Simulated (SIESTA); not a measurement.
Ta3Ru:

```
CELL_PARAMETERS angstrom
1.66909 -2.34231 0.00000
1.66909 2.34231 0.00000
0.00000 0.00000 8.81420
ATOMIC_POSITIONS crystal
Ta 0.50000 0.50000 0.23612
Ta 0.00000 0.00000 0.50000
Ta 0.50000 0.50000 0.76388
Ru 0.00000 0.00000 0.00000
```

The cell comes from a database or a generator and needn't be the stable form of this composition.

| Quantity | Value |
| --- | --- |
| Program | SIESTA 5.4.2 |
| Task | single point |
| Functional | PBEsol |
| Potentials or basis | PseudoDojo 0.4 standard (PBEsol files) |
| Basis | DZP (energy shift 0.003 Ry; two zetas on semicore shells) |
| Grid cutoff | 800 Ry |
| Energy shift | 0.003 Ry |
| k mesh | 10 × 10 × 3 |
| Occupations | fermi-dirac, width 0.05 eV |
| Spin | no spin polarisation |

On this cell: pressure -7.3 GPa; largest force 0.020 eV/Å; band gap on the k mesh none (metal or under the smearing width).

The same run follows on a disturbed copy (atoms moved at random, drawn with an rms of 0.05 Å):

```
Ta Ru
1.0
     1.66909   -2.34231    0.00000
     1.66909    2.34231    0.00000
     0.00000    0.00000    8.81420
Ta Ru
3 1
Direct
  0.53375 0.51853 0.23716
  0.99754 0.00993 0.49988
  0.50201 0.49492 0.76108
  0.00332 0.00432 0.00118
```

**Question.** What does the disturbed cell give?

**Answer.** The energy (extrapolated to zero smearing) moves by +7.8 meV/atom; pressure -7.3 GPa; largest force 0.514 eV/Å; band gap on the k mesh none (metal or under the smearing width).

Forces on the atoms (eV/Å):
```
Ta  -0.460  0.216 -0.083
Ta   0.225 -0.196 -0.031
Ta   0.066  0.147  0.321
Ru   0.169 -0.166 -0.206
```

Stress tensor (GPa, compression positive):
```
-8.12  0.05 -0.10
 0.05 -6.79  0.09
-0.10  0.09 -6.99
```

Caveats: short orbitals over semicore shells can move pressures by several GPa; the basis of atomic orbitals isn't converged, which shifts pressures, moduli and gaps.
